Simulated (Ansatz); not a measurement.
# Au: the cost of one run

Method: DFT PBEsol, scalar-relativistic, plane waves, PAW, in Ansatz 0.2.0.

This is Au in the bcc structure; at room conditions it is fcc.

2 further runs of the same task are left out: 2 set aside as unsound or not needed.

### 1 The starting structure

The structure is cubic, space group Im-3m (No. 229). Conventional cell: a = 3.242 Å, b = 3.242 Å, c = 3.242 Å, α = 90.00°, β = 90.00°, γ = 90.00°. Au (site symmetry m-3m) is surrounded by 8 Au at 2.81 Å.

Structure file:

```cif
data_structure
_symmetry_space_group_name_H-M 'P 1'
_symmetry_Int_Tables_number 1
_cell_length_a 2.8078
_cell_length_b 2.8078
_cell_length_c 2.8078
_cell_angle_alpha 109.471
_cell_angle_beta 109.471
_cell_angle_gamma 109.471
_cell_volume 17.04
loop_
_atom_site_label
_atom_site_type_symbol
_atom_site_fract_x
_atom_site_fract_y
_atom_site_fract_z
_atom_site_occupancy
Au1 Au 0.00000 0.00000 0.00000 1
```

It goes back to an entry of the Materials Project, which need not be the stable form.

It is the result of an earlier relaxation at this level (volume 17.04 Å³/atom; gap on the mesh: none (metal)).

### 2 Electronic structure at the relaxed geometry

The input, input.yaml:

```yaml
crystal:
  lattice:
    - [-1.6210733943, 1.6210733943, 1.6210733943]
    - [1.6210733943, -1.6210733943, 1.6210733943]
    - [1.6210733943, 1.6210733943, -1.6210733943]
  atoms:
    - { symbol: Au, position: [0.0, 0.0, 0.0] }
basis:
  ecutwfc: 420
kpoints:
  mp_grid: { grid: [18, 18, 18] }
  band_path:
    path:
      - [[0.0, 0.0, 0.0], [0.5, -0.5, 0.5], [0.0, 0.0, 0.5], [0.0, 0.0, 0.0], [0.25, 0.25, 0.25], [0.5, -0.5, 0.5]]
      - [[0.25, 0.25, 0.25], [0.0, 0.0, 0.5]]
    npoints: 14
hamiltonian:
  xc: pbesol
scf:
  occupations: { method: gaussian, width: 0.1 }
  n_extra_bands: 6
output:
  forces: true
  stress: true
  eigenvalues: true
  populations: true
  dos: { projected: true, de: 0.02, nscf_kmesh: { grid: [27, 27, 27] } }
  bader: true
```

Run with:

```
$ ansatz run input.yaml --threads 1 --pin off --max-ram 2560MiB --backend cpu --events-out ev --progress --plain --runs-dir out
```

What time and memory should one allow on 1 thread of Arm Neoverse V2, shared host?

About 12 s, with a peak of 0.33 GiB.
